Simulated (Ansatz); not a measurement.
# C2H6F2Ti: basis-set convergence

One table from this session's results is given with a row withheld; the runs are named, their logs left out.

Computed with Ansatz 0.2.0, Gaussian basis. Level: one geometry, several basis sets.

Plan: PBE0-D4/def2-SVP; ωB97M-V/def2-SVP; PBE0-D4/def2-QZVPP; ωB97M-V/def2-QZVPP; the functionals' def2-TZVPP values are taken from earlier runs.

## The relaxed structure

All runs share one geometry, relaxed beforehand with PBE0-D4 in a triple-zeta def2 set.

SMILES `[CH3][Ti]([CH3])([F])[F]`, 11 atoms, charge 0, spin multiplicity 1.

Atoms are counted from 1 here; the program's logs count them from 0.

Bond lengths: C1–Ti2 2.047 Å, C1–H6 1.094 Å, C1–H7 1.094 Å, C1–H8 1.095 Å, Ti2–C3 2.048 Å, Ti2–F4 1.757 Å, Ti2–F5 1.757 Å, C3–H9 1.095 Å, C3–H10 1.094 Å, C3–H11 1.094 Å. Angles: Ti2–C1–H6 109.6°, Ti2–C1–H7 109.6°, Ti2–C1–H8 109.8°, H6–C1–H7 109.5°, H6–C1–H8 109.1°, H7–C1–H8 109.1°, C1–Ti2–C3 105.3°, C1–Ti2–F4 108.6°, C1–Ti2–F5 108.6°, C3–Ti2–F4 108.6°, C3–Ti2–F5 108.6°, F4–Ti2–F5 116.5°, Ti2–C3–H9 109.8°, Ti2–C3–H10 109.6°, Ti2–C3–H11 109.6°, H9–C3–H10 109.1°, H9–C3–H11 109.1°, H10–C3–H11 109.5°.

Set-up of the first run:

The input, in.yaml:

```yaml
crystal:
  periodic: [false, false, false]
  atoms:
    - {symbol: C, position_ang: [-1.578840, 0.442831, 0.294512]}
    - {symbol: Ti, position_ang: [0.111044, 0.172791, -0.829590]}
    - {symbol: C, position_ang: [1.496255, -0.612886, 0.457342]}
    - {symbol: F, position_ang: [-0.230126, -1.013881, -2.079060]}
    - {symbol: F, position_ang: [0.678999, 1.742968, -1.375308]}
    - {symbol: H, position_ang: [-1.904292, -0.518351, 0.704515]}
    - {symbol: H, position_ang: [-1.368283, 1.137778, 1.113395]}
    - {symbol: H, position_ang: [-2.377752, 0.855412, -0.329829]}
    - {symbol: H, position_ang: [2.434011, -0.799510, -0.075646]}
    - {symbol: H, position_ang: [1.122690, -1.556601, 0.866929]}
    - {symbol: H, position_ang: [1.681595, 0.092549, 1.273340]}
basis:
  gaussian: {orbitals: def2-SVP}
hamiltonian: {xc: pbe0, dispersion: d4}
output: {orbitals: {seedname: orbitals}}
```

Command:

```console
$ ansatz run in.yaml --threads 4 --pin off --events-out ev --progress --plain --max-ram 10444MiB
```

Steps of the session up to this table: PBE0-D4 in def2-SVP; ωB97M-V in def2-SVP; PBE0-D4 in def2-QZVPP; ωB97M-V in def2-QZVPP.

One table of the session follows, with a row left open; its other results are not shown here.

It belongs to the step «Density functionals: the series». 

```
functional       basis  HOMO (eV)  LUMO (eV)
   PBE0-D4    def2-SVP      -8.40      -2.21
   PBE0-D4  def2-TZVPP      -8.37      -2.16
   PBE0-D4  def2-QZVPP      -8.37      -2.16
   ωB97M-V    def2-SVP          ?          ?
   ωB97M-V  def2-TZVPP     -10.74       0.18
   ωB97M-V  def2-QZVPP     -10.73       0.18
```

Estimate the missing values for ωB97M-V, def2-SVP.

**Answer.** HOMO (eV): -10.70; LUMO (eV): 0.17. In the column «HOMO (eV)» it lies between ωB97M-V, def2-QZVPP (-10.73) and PBE0-D4, def2-SVP (-8.40).
